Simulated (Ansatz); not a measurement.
What does this script print? It uses Ansatz's Python interface.

`cas_ch4ozn.py`
```python
# -*- coding: utf-8 -*-
'''Active-space calculation on CH4OZn.'''

import warnings

import ansatz as az

GEOMETRY = '''
O    -1.14640    0.36350   -0.68100
C    -0.14190    0.38830    0.21580
Zn    1.55130   -0.39290   -0.16840
H    -1.30620   -0.53590   -0.88240
H    -0.51920    0.60230    1.21760
H     0.60790    1.17680   -0.07020
H     1.01580   -1.67010    0.32290
'''


def main():
    warnings.simplefilter('ignore', az.DeckWarning)

    system = az.Crystal.molecule()
    for line in GEOMETRY.strip().splitlines():
        symbol, *xyz = line.split()
        system = system.atom(symbol, [float(v) for v in xyz])

    setup = system.calculation()
    setup = setup.basis(gaussian='def2-SVP')
    setup = setup.correlation(active_electrons=4, active_orbitals=5)
    for method in [None]:
        data = (setup if method is None else setup.correlation(method)).run().report
        space = data['configurations']
        state = space['states'][0]
        print(method or 'casscf', f'total {data["free_energy_ev"] / 27.211386246:.6f} Ha, active-space state {state["energy"]["hartree"]:.6f} Ha, mean field {data["reference_energy_ev"] / 27.211386246:.6f} Ha')
        print('  determinants', state['n_determinants'], ' natural occupations', [round(n, 3) for n in space['natural_occupations']])
    print('effectively unpaired electrons, sum of min(n, 2 - n):', round(sum(min(n, 2 - n) for n in space['natural_occupations']), 3))


if __name__ == '__main__':
    main()
```

Output of `python cas_ch4ozn.py`:
```text
casscf total -1892.372704 Ha, active-space state -1892.372704 Ha, mean field -1892.319484 Ha
  determinants 100  natural occupations [1.98, 1.978, 0.021, 0.018, 0.003]
effectively unpaired electrons, sum of min(n, 2 - n): 0.083
```

These settings explore the input space; basis and method may be short of convergence. The geometry is a force-field or estimated start, not a minimum of this method, and the basis set is short of its limit. The active space starts as a window about the frontier orbitals and is then optimised, not chosen by chemistry. Hardware and time: 27 s on 1 thread of Arm Neoverse N1 (shared host), peak memory 0.24 GiB.
